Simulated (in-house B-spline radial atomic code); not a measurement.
# Sb⁵⁰⁺: other nuclei and constants

Aim: how the energy and levels of Sb⁵⁰⁺ answer to the model or size of the nucleus and the speed of light.

Program: in-house B-spline radial atomic code version 1. Level of theory: Dirac-Hartree-Fock, average of configuration, Fermi nucleus, basis-set limit. These are calculated values, not measurements, unless marked.

### Step 1. What is computed

| Item | Value |
| --- | --- |
| element | antimony (Z = 51) |
| charge | +50 |
| electrons | 1 |
| configuration | 1s1 |
| Hamiltonian | Dirac-Coulomb |
| nucleus | Fermi, rms radius 4.680 fm |

The run's settings:

```ini
Z = 51
electrons = 1.0
configuration = 1s1
hamiltonian = dirac
method = hf
spin_polarised = False
nucleus = fermi
rms_radius = 4.6802
mass_number = 121
atomic_mass = 120.903811353
speed_of_light = 137.035999084
```

This reference run was done before. Its total energy is -1348.868707 hartree (electron-nucleus part -2801.8459, recoil term 0.006120256), and its levels are (the highest eight at most):

| orbital | occupation | energy (eV) | <r> (bohr) |
| --- | --- | --- | --- |
| 1s1/2 | 1 | -36704.6 | 0.02801 |

### Step 2. Gaussian nucleus

The run's settings:

```ini
Z = 51
electrons = 1.0
configuration = 1s1
hamiltonian = dirac
method = hf
spin_polarised = False
nucleus = gauss
rms_radius = 4.6802
mass_number = 121
atomic_mass = 120.903811353
speed_of_light = 137.035999084
```

### Step 3. Uniform sphere

The settings differ from step 2 so:

```diff
@@ -6,3 +6,3 @@
 spin_polarised = False
-nucleus = gauss
+nucleus = sphere
 rms_radius = 4.6802
```

### Step 4. Nearly point-like nucleus (rms radius 0.01 fm)

The settings differ from step 3 so:

```diff
@@ -6,4 +6,4 @@
 spin_polarised = False
-nucleus = sphere
-rms_radius = 4.6802
+nucleus = gauss
+rms_radius = 0.01
 mass_number = 121
```

### Step 5. Rms radius × 0.98

The settings differ from step 4 so:

```diff
@@ -6,4 +6,4 @@
 spin_polarised = False
-nucleus = gauss
-rms_radius = 0.01
+nucleus = fermi
+rms_radius = 4.5866
 mass_number = 121
```

### Step 6. Rms radius × 1.02

The settings differ from step 5 so:

```diff
@@ -7,3 +7,3 @@
 nucleus = fermi
-rms_radius = 4.5866
+rms_radius = 4.7738
 mass_number = 121
```

### Step 7. Speed of light × 0.95

The run's settings:

```ini
Z = 51
electrons = 1.0
configuration = 1s1
hamiltonian = dirac
method = hf
spin_polarised = False
nucleus = fermi
rms_radius = 4.6802
mass_number = 121
atomic_mass = 120.903811353
speed_of_light = 130.1841991298
```

Q: By how much, and in which direction, does each change move the total energy and the levels?

**Answer**, as computed:

All values are changes from the reference run; energy changes under 3e-05 eV count as noise.

| change | Δ total energy (eV) | Δ 1s1/2 level (eV) |
| --- | --- | --- |
| Gaussian nucleus | -0.007633 | -0.007633 |
| uniform sphere | +0.002776 | +0.002776 |
| nearly point-like nucleus (rms radius 0.01 fm) | -2.207 | -2.207 |
| rms radius × 0.98 | -0.08102 | -0.08102 |
| rms radius × 1.02 | +0.0824 | +0.0824 |
| speed of light × 0.95 | -154.6 | -154.6 |

What this shows: The largest shift, -154.6 eV, belongs to the run "speed of light × 0.95". A radius 2 % larger raises the energy by 0.0824 eV, and one 2 % smaller lowers it by 0.0810 eV. At a fixed rms radius the shape of the nuclear charge matters less than that: at most 0.0076 eV.
